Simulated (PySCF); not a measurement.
# Zr(OH)2: singlet, from a PBE minimum start

The task is one start of a wider search on Zr(OH)2: the singlet, from a PBE minimum start. It is relaxed, tested by its Hessian and followed downhill if it is a saddle.

Computed with PySCF 2.14.0. Level: PBE, basis Zr def2-SVP with ECP28, O def2-SVP, H def2-SVP, scalar-relativistic core potentials, no spin–orbit coupling, density fitting.

## 1. Starting geometry

5 atoms, charge 0, spin multiplicity 1.

Bond lengths: Zr1–O2 1.894 Å, Zr1–O3 1.894 Å, O2–H4 0.969 Å, O3–H5 0.969 Å. Angles: O2–Zr1–O3 121.1°, Zr1–O2–H4 153.7°, Zr1–O3–H5 153.7°.

Coordinates in bohr (charge 0 multiplicity 1):
```
Zr    0.0000    0.0000   -0.5074
O     3.1172    0.0000    1.2519
O    -3.1172    0.0000    1.2519
H     4.1487    0.0000    2.7658
H    -4.1487    0.0000    2.7658
```

## 2. Finding the electronic state

One driver script runs all steps and calls PySCF; scf.py shows how it sets up the SCF of each step. The optimiser is the driver's own. After this first run the driver tries any further starts and a stability analysis.

The input, scf.py:

```python
from pyscf import gto, scf, dft
mol = gto.M(atom='''
Zr     0.000000     0.000000    -0.268530
O      1.649560    -0.000000     0.662470
O     -1.649560     0.000000     0.662470
H      2.195390     0.000000     1.463600
H     -2.195390    -0.000000     1.463600''',
    basis={'Zr': 'def2-SVP', 'O': 'def2-SVP', 'H': 'def2-SVP'},
    ecp={'Zr': 'def2-SVP'},
    charge=0, spin=0)
mf = dft.RKS(mol, xc='PBE')
mf.grids.atom_grid = (50, 194)
aux = {'Zr': 'def2-universal-JKFIT', 'O': 'def2-universal-JKFIT', 'H': 'def2-universal-JKFIT'}
mf = mf.density_fit(auxbasis=aux)
mf.conv_tol = 1e-08
mf.diis_space = 10
mf.max_cycle = 60
mf.init_guess = 'minao'
mf.verbose = 4
mf.kernel()
```

Command:

```console
$ OMP_NUM_THREADS=2 python axn.py task.json out
```

Further steps of the session: Relaxing the singlet from the PBE minimum start; Frequencies; The broken-symmetry singlet; Frequencies.

**Question.** What will these runs give? Wanted: minimum; geometry; wavenumbers; dipole moment; highest occupied, lowest empty level; polar-tensor charge of Zr1; zero-point energy; atomisation energy; ⟨S²⟩.

**Answer**, as computed:

| quantity | value |
| --- | --- |
| minimum | broken-symmetry (Ms = 0), C2v |
| geometry | O–H 0.969 Å (×2), Zr–O 1.918 Å (×2); H–O–Zr 156.0° (×2), O–Zr–O 135.5° |
| wavenumbers (cm⁻¹) | 87, 378, 407, 425, 425, 694, 717, 3837, 3840 |
| dipole moment | 2.23 D |
| highest occupied, lowest empty level (either spin) | -3.65, -2.57 eV |
| polar-tensor charge of Zr1 | +0.63 e |
| zero-point energy | 64.7 kJ/mol |
| entropy at 298.15 K | 296.7 J/(mol K) |
| atomisation energy (no zero-point energy) | 2032 kJ/mol |
| ⟨S²⟩ | 0.717 |

**Reading.** The molecule stays C2v, as typed, and the end point is a minimum. The determinant is spin-contaminated (⟨S²⟩ = 0.72 against 0.00), so it is no pure spin state. The strongest infrared band lies at 3837 cm⁻¹. Only this shape and spin were tried, so other structures or states may lie lower. The SCF density has lower symmetry than the nuclear frame.
